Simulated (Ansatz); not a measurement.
**GaPNH (triplet): the correlation ladder, cc-pVDZ**

The task here is to estimate one member of a computed series from the others.

Program: Ansatz 0.2.0, Gaussian basis. Level of theory: cc-pVDZ, core rule «outside noble gas», up to 20 orbitals frozen. These are calculated values, not measurements.

Plan: UHF; CCSD(T) on ROHF; CCSD(T) on UHF; BCCD(T) on ROHF; CISD; CCSDT(Q) on ROHF; CCSDT(Q) on UHF.

29 further runs of the same task are left out: 7 for a known fault of the program, 10 that didn't finish, 12 set aside as unsound or not needed.

## The geometry

The geometry is a PBE0/def2-TZVP stationary point (not a proven minimum). No spin-orbit coupling is included. The filled d shell of Ga may be among the frozen orbitals whatever the setting's name suggests; the logs give the count.

4 atoms, charge 0, spin multiplicity 3.

Atoms are counted from 1 here; the program's logs count them from 0.

Bond lengths: Ga1–N2 1.821 Å, Ga1–H4 1.580 Å, N2–P3 1.530 Å. Angles: N2–Ga1–H4 120.1°, Ga1–N2–P3 169.0°.

Set-up of the first run:

Contents of in.yaml:

```yaml
crystal:
  periodic: [false, false, false]
  atoms:
    - {symbol: Ga, position_ang: [0.000001, -0.379916, 1.053510]}
    - {symbol: N, position_ang: [-0.000047, -0.190704, -0.757137]}
    - {symbol: P, position_ang: [0.000010, -0.326191, -2.280879]}
    - {symbol: H, position_ang: [0.000037, 0.896811, 1.984506]}
basis:
  gaussian: {orbitals: cc-pVDZ}
magnetization: {spin_polarized: true, initial_magnetization: 2}
hamiltonian: {xc: hf}
output: {orbitals: {seedname: orbitals}}
```

On the command line:

```console
> ansatz run in.yaml --threads 1 --pin off --events-out ev --progress --plain --max-ram 2393MiB
```

Steps of the session up to this table: UHF; CCSD(T) on ROHF; CCSD(T) on UHF; BCCD(T) on ROHF; CISD; CCSDT(Q) on ROHF; CCSDT(Q) on UHF.

One of the session's tables, all rows but one given; the rest of the session is left out.

It belongs to the step «Misses and costs». 

| method | from UCCSDT(Q) (meV) |
| --- | --- |
| ROHF | +9726.4 |
| UHF | +9442.2 |
| RMP2 | +1101.6 |
| UMP2 | ? |
| RCCSD | +513.8 |
| UCCSD | +491.9 |
| RCCSD(T) | +95.6 |
| UCCSD(T) | +102.5 |
| BCCD(T) | +90.2 |
| RCCSDT | +64.7 |
| UCCSDT | +53.6 |
| RCCSDT(Q) | +14.5 |
| UCCSDT(Q) | 0 |

Q: Estimate the row for UMP2 from the others.

As computed: from UCCSDT(Q) (meV): +1553.9. In the column «from UCCSDT(Q) (meV)» it lies between RMP2 (+1101.6) and UHF (+9442.2).

Not comparable, so not listed: CISD (they don't share determinant, frozen orbitals or solution with the rows shown, or repeat one).

Caveats from the session: Restricted and unrestricted rows rest on different reference determinants; where their highest levels disagree by more than a few hundredths of an eV, they describe different states and don't form one ladder.
